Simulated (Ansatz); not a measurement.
**CH7AsN2: one species, many methods**

The task here is to estimate one member of a computed series from the others.

Method: functionals in def2-TZVPP, the program's frozen cores in correlated methods; program: Ansatz 0.2.0, Gaussian basis.

Levels to be run: LDA (SPW92), PBE-D4, revPBE-D4, BLYP-D4, r2SCAN-D4, B97M-V, PBE0-D4, B3LYP-D4, r2SCANh-D4, r2SCAN0-D4, HSE06-D4, BHLYP-D4, CAM-B3LYP-D4, LC-ωPBE, ωB97X-V, ωB97M-V, B2PLYP, PBE-QIDH; CCSD(T)/def2-SVP; CCSD(T)/def2-TZVPP; MP2/def2-QZVPP; extrapolation to the limit; RPA on PBE.

## The relaxed structure

An earlier PBE0-D4 in a triple-zeta def2 set relaxation fixed the geometry.

SMILES `CN[AsH]N`, 11 atoms, charge 0, spin multiplicity 1.

Atoms are counted from 1 here; the program's logs count them from 0.

Bond lengths: C1–N2 1.447 Å, C1–H5 1.094 Å, C1–H6 1.100 Å, C1–H7 1.094 Å, N2–As3 1.840 Å, N2–H8 1.011 Å, As3–N4 1.857 Å, As3–H9 1.547 Å, N4–H10 1.011 Å, N4–H11 1.011 Å. Angles: N2–C1–H5 110.0°, N2–C1–H6 114.8°, N2–C1–H7 109.4°, H5–C1–H6 107.8°, H5–C1–H7 107.2°, H6–C1–H7 107.4°, C1–N2–As3 117.5°, C1–N2–H8 113.3°, As3–N2–H8 112.4°, N2–As3–N4 95.6°, N2–As3–H9 101.3°, N4–As3–H9 92.1°, As3–N4–H10 112.3°, As3–N4–H11 111.6°, H10–N4–H11 108.7°.

As a file:

| atom | x (Å) | y (Å) | z (Å) |
| --- | --- | --- | --- |
| C1 | -0.30693 | 1.74860 | 0.66414 |
| N2 | -0.30774 | 0.30691 | 0.54237 |
| As3 | 0.92799 | -0.45105 | -0.59048 |
| N4 | 0.39434 | -2.20454 | -0.29480 |
| H5 | -0.86929 | 2.04998 | 1.55256 |
| H6 | -0.72922 | 2.28448 | -0.19884 |
| H7 | 0.72010 | 2.10084 | 0.79720 |
| H8 | -1.23286 | -0.08360 | 0.42154 |
| H9 | 0.17843 | -0.38960 | -1.94232 |
| H10 | 0.20074 | -2.69690 | -1.15578 |
| H11 | 1.08993 | -2.72212 | 0.22510 |

The first run:

in.yaml

```yaml
crystal:
  periodic: [false, false, false]
  atoms:
    - {symbol: C, position_ang: [-0.306928, 1.748601, 0.664142]}
    - {symbol: N, position_ang: [-0.307737, 0.306913, 0.542368]}
    - {symbol: As, position_ang: [0.927994, -0.451055, -0.590480]}
    - {symbol: N, position_ang: [0.394336, -2.204544, -0.294797]}
    - {symbol: H, position_ang: [-0.869287, 2.049978, 1.552559]}
    - {symbol: H, position_ang: [-0.729216, 2.284481, -0.198840]}
    - {symbol: H, position_ang: [0.720105, 2.100839, 0.797201]}
    - {symbol: H, position_ang: [-1.232864, -0.083597, 0.421544]}
    - {symbol: H, position_ang: [0.178434, -0.389603, -1.942315]}
    - {symbol: H, position_ang: [0.200736, -2.696900, -1.155784]}
    - {symbol: H, position_ang: [1.089927, -2.722115, 0.225103]}
basis:
  gaussian: {orbitals: def2-TZVPP}
hamiltonian: {xc: lda}
output: {orbitals: {seedname: orbitals}}
```

On the command line:

```
$ ansatz run in.yaml --threads 4 --pin off --events-out ev --progress --plain --max-ram 10444MiB
```

Steps of the session up to this table: LDA; PBE-D4 (GGA); revPBE-D4 (GGA); BLYP-D4 (GGA); r2SCAN-D4 (meta-GGA); B97M-V (meta-GGA); PBE0-D4 (hybrid); B3LYP-D4 (hybrid); r2SCANh-D4 (hybrid); r2SCAN0-D4 (hybrid); HSE06-D4 (hybrid); BHLYP-D4 (hybrid); CAM-B3LYP-D4 (range-separated); LC-ωPBE (range-separated); ωB97X-V (range-separated); ωB97M-V (range-separated); B2PLYP (double hybrid); PBE-QIDH (double hybrid).

One of the session's tables, all rows but one given; the rest of the session is left out.

It belongs to the step «Frontier levels by functional». 

| functional | HOMO (eV) | gap (eV) |
| --- | --- | --- |
| LDA (SPW92) | -5.23 | 4.37 |
| PBE-D4 | -5.14 | 4.49 |
| revPBE-D4 | -5.10 | 4.54 |
| BLYP-D4 | -5.03 | 4.43 |
| r2SCAN-D4 | -5.41 | 5.09 |
| B97M-V | -5.56 | 5.09 |
| PBE0-D4 | ? | ? |
| B3LYP-D4 | -6.25 | 6.15 |
| r2SCANh-D4 | -5.91 | 5.87 |
| r2SCAN0-D4 | -6.64 | 7.03 |
| HSE06-D4 | -6.06 | 5.86 |
| BHLYP-D4 | -7.65 | 8.60 |
| CAM-B3LYP-D4 | -7.81 | 8.90 |
| LC-ωPBE | -9.13 | 11.46 |
| ωB97X-V | -8.81 | 10.96 |
| ωB97M-V | -8.71 | 10.57 |

Q: Estimate the row for PBE0-D4 from the others.

The run gave: HOMO (eV): -6.46; gap (eV): 6.64. In the column «HOMO (eV)» it lies between r2SCAN0-D4 (-6.64) and B3LYP-D4 (-6.25).
